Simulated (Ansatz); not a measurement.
# F3GeHS: up Jacob's ladder to CCSD(T)

One table from this session's results is given with a row withheld; the runs are named, their logs left out.

The runs use Ansatz 0.2.0, Gaussian basis; functionals in def2-TZVPP, the program's frozen cores in correlated methods.

Levels to be run: LDA (SPW92), PBE-D4, revPBE-D4, BLYP-D4, r2SCAN-D4, B97M-V, PBE0-D4, B3LYP-D4, r2SCANh-D4, r2SCAN0-D4, HSE06-D4, BHLYP-D4, CAM-B3LYP-D4, LC-ωPBE, ωB97X-V, ωB97M-V, B2PLYP, PBE-QIDH; CCSD(T)/def2-SVP; CCSD(T)/def2-TZVPP; MP2/def2-QZVPP; extrapolation to the limit; RPA on PBE.

## The relaxed structure

All runs share one geometry, relaxed beforehand with PBE0-D4 in a triple-zeta def2 set.

SMILES `[F][Ge]([F])([F])[SH]`, 6 atoms, charge 0, spin multiplicity 1.

Atoms are counted from 1 here; the program's logs count them from 0.

Bond lengths: F1–Ge2 1.708 Å, Ge2–F3 1.705 Å, Ge2–F4 1.708 Å, Ge2–S5 2.166 Å, S5–H6 1.346 Å. Angles: F1–Ge2–F3 107.3°, F1–Ge2–F4 104.5°, F1–Ge2–S5 113.9°, F3–Ge2–F4 107.2°, F3–Ge2–S5 109.4°, F4–Ge2–S5 114.1°, Ge2–S5–H6 91.5°.

Set-up of the first run:

File in.yaml:

```yaml
crystal:
  periodic: [false, false, false]
  atoms:
    - {symbol: F, position_ang: [-0.787501, -1.054028, 1.261123]}
    - {symbol: Ge, position_ang: [0.246529, -0.390902, 0.074448]}
    - {symbol: F, position_ang: [1.843584, -0.807953, 0.501540]}
    - {symbol: F, position_ang: [-0.134008, -1.247798, -1.353113]}
    - {symbol: S, position_ang: [0.092553, 1.760763, -0.119974]}
    - {symbol: H, position_ang: [-1.219058, 1.675917, -0.410324]}
basis:
  gaussian: {orbitals: def2-TZVPP}
hamiltonian: {xc: lda}
output: {orbitals: {seedname: orbitals}}
```

Among the steps run: LDA; PBE-D4 (GGA); revPBE-D4 (GGA); BLYP-D4 (GGA); r2SCAN-D4 (meta-GGA); B97M-V (meta-GGA); PBE0-D4 (hybrid); B3LYP-D4 (hybrid); r2SCANh-D4 (hybrid); r2SCAN0-D4 (hybrid); HSE06-D4 (hybrid); BHLYP-D4 (hybrid); CAM-B3LYP-D4 (range-separated); LC-ωPBE-D4 (range-separated; the results give it without D4); ωB97X-V (range-separated); ωB97M-V (range-separated); B2PLYP (double hybrid); PBE-QIDH (double hybrid).

One of the session's tables, all rows but one given; the rest of the session is left out.

It belongs to the step «Orbital energies across the functionals». 

| functional | HOMO (eV) | gap (eV) |
| --- | --- | --- |
| LDA (SPW92) | -7.71 | 4.88 |
| PBE-D4 | -7.54 | 5.07 |
| revPBE-D4 | -7.48 | 5.15 |
| BLYP-D4 | -7.38 | 4.94 |
| r2SCAN-D4 | -7.88 | 5.72 |
| B97M-V | -7.94 | 5.83 |
| PBE0-D4 | -8.90 | 7.48 |
| B3LYP-D4 | -8.63 | 6.85 |
| r2SCANh-D4 | ? | ? |
| r2SCAN0-D4 | -9.11 | 7.89 |
| HSE06-D4 | -8.49 | 6.70 |
| BHLYP-D4 | -10.08 | 9.72 |
| CAM-B3LYP-D4 | -10.27 | 9.88 |
| LC-ωPBE | -11.71 | 12.67 |
| ωB97X-V | -11.31 | 12.17 |
| ωB97M-V | -11.13 | 11.81 |

Estimate the missing values for r2SCANh-D4.

Worked estimate for «HOMO (eV)». Against the share of exact exchange, r2SCAN-D4 (0, -7.88), r2SCAN0-D4 (0.25, -9.11) give a slope of -4.92 per unit share; at 0.1 the line stands at -8.37.

The run gave: HOMO (eV): -8.37; gap (eV): 6.59. In «HOMO (eV)» the line misses by 0.00.
